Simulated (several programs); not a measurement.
**Many methods on one cell: FeSi (P2_13)**

Measured values to be reproduced:
- band gap: 0.073 eV (direct optical gap; 7 K; “Electron-phonon interaction and spectral weight transfer in Fe1-xCoxSi”; from linear extrapolation of (ε2ω²)² after phonon subtraction; 2009; arxiv:0901.1014)
- bulk modulus: 168 GPa (bulk modulus of the B20 phase from Birch-Murnaghan fit to P-V data; 300 K; “Crystal Structure and Phonon Density of States of FeSi up to 120 GPa”; Equation-of-state fit value; pressure derivative and the compression run used are not stated in the passage; 2023; arxiv:2305.02248)
- volume: 11.28 Å³ an atom (from the lattice constants; cubic lattice parameter a; 300 K; “Observation of transition from semiconducting to metallic ground state in high-quality single crystalline FeSi”; 2018; arxiv:1804.02036)

FeSi (P2_13) from a database structure, relaxed with r2SCAN in Ansatz, was computed with several methods. The symmetry is P2_13 (No. 198, cubic); a = 4.403 Å in the conventional setting, 10.67 Å³ an atom. Around Fe lie 7 Si at 2.25–2.47 Å; around Si lie 7 Fe at 2.25–2.47 Å. Calculated for a static, non-magnetic cell.

```cif
data_structure
_symmetry_space_group_name_H-M 'P2_13'
_symmetry_Int_Tables_number 198
_cell_length_a 4.4031
_cell_length_b 4.4031
_cell_length_c 4.4031
_cell_angle_alpha 90.000
_cell_angle_beta 90.000
_cell_angle_gamma 90.000
_cell_volume 85.36
loop_
_atom_site_label
_atom_site_type_symbol
_atom_site_symmetry_multiplicity
_atom_site_Wyckoff_symbol
_atom_site_fract_x
_atom_site_fract_y
_atom_site_fract_z
_atom_site_occupancy
Fe1 Fe 4 a 0.86334 0.63666 0.36334 1
Si1 Si 4 a 0.15887 0.34113 0.65887 1
```

Gaps and times are for a single point on this cell; volume and bulk modulus come from each method's own relaxation or energy curve at fixed shape, which is too stiff where a cell has free coordinates or axes. Times are rough, from shared hosts (Arm Neoverse V2; Intel Xeon 6975P-C), and each method has its own mesh and cell size. A double dagger marks a value from a curve with shape and coordinates held. PM7 (MOPAC), GFN1-xTB (tblite) treat a cluster of cells at its zone centre, which samples few k points: where these miss a band edge, the gap comes out too large for that reason alone. Gaps from k meshes are read at a limited set of points (mesh, symmetry points, PBE's band edges), so each method's own least gap may be somewhat smaller. xTB and the PM methods were fitted mostly to molecules, and can miss a solid's gap by electronvolts. Minimal bases can be far off for gaps. Times of the plane-wave ladder aren't listed, since it ran on unlike processors and cards. The open d shell was run without spin, which may not be the ground state of these methods, hybrids least of all. GLLB-SC's gap includes the derivative discontinuity. d marks a direct gap, i an indirect one (no mark: not told apart), a dash a value that wasn't computed or didn't pass its checks.

```
                              method              kind  gap (eV)  own volume (Å³/atom)  bulk modulus (GPa)  atoms computed  processor time
                              PBEsol         semilocal         –                 10.67                   –               8               –
light PBE (260 eV and a coarse mesh)  light plane-wave    0.15 i                     –                   –               8           1.3 s
                                 PBE         semilocal    0.16 i                 11.00                231‡               8               –
                                 LDA         semilocal    0.12 i                 10.42                   –               8               –
                   GFN1-xTB (tblite)     tight binding      0.09                     –                   –         cluster            16 s
                              r2SCAN         semilocal    0.34 i                 10.67                256‡               8               –
                      PBE/SZV (CP2K)       small basis    0.17 i                     –                   –               8            23 s
                         PM7 (MOPAC)    semi-empirical      5.28                     –                   –         cluster            33 s
                     PBE/DZVP (CP2K)       small basis    0.16 i                11.01‡                230‡               8            74 s
                      GLLB-SC (GPAW)   model potential      0.41                     –                   –               8            77 s
                               HSE06            hybrid    1.47 i                     –                   –               8               –
                                PBE0            hybrid    2.20 i                     –                   –               8               –
                             r2SCANh            hybrid    1.14 i                     –                   –               8               –
                            DDH-PBE0            hybrid    0.23 i                     –                   –               8               –
```

Volumes against r2SCAN's: PBEsol 0.0 %, PBE +3.1 %, LDA -2.3 %.

Runs without a result: GFN2-xTB (tblite) (single point), PM6 (MOPAC) (single point, out of time).

Comparison with experiment:
- Band gap, measured 0.073 eV: light PBE (260 eV and a coarse mesh) +0.08 eV, PBE +0.08 eV, LDA +0.05 eV, GFN1-xTB (tblite) +0.02 eV, r2SCAN +0.26 eV, PBE/SZV (CP2K) +0.10 eV, PM7 (MOPAC) +5.21 eV, PBE/DZVP (CP2K) +0.09 eV, GLLB-SC (GPAW) +0.33 eV, HSE06 +1.39 eV, PBE0 +2.13 eV, r2SCANh +1.07 eV, DDH-PBE0 +0.16 eV.
- Volume, measured 11.28 Å³ an atom: PBEsol -5.4 %, PBE -2.5 %, LDA -7.6 %, r2SCAN -5.4 %.
The calculations are for a static lattice; samples hold vibrations, temperature and, in optical gaps, excitons. A measured value is shown where most reports agree with it, and only for the quantities listed.
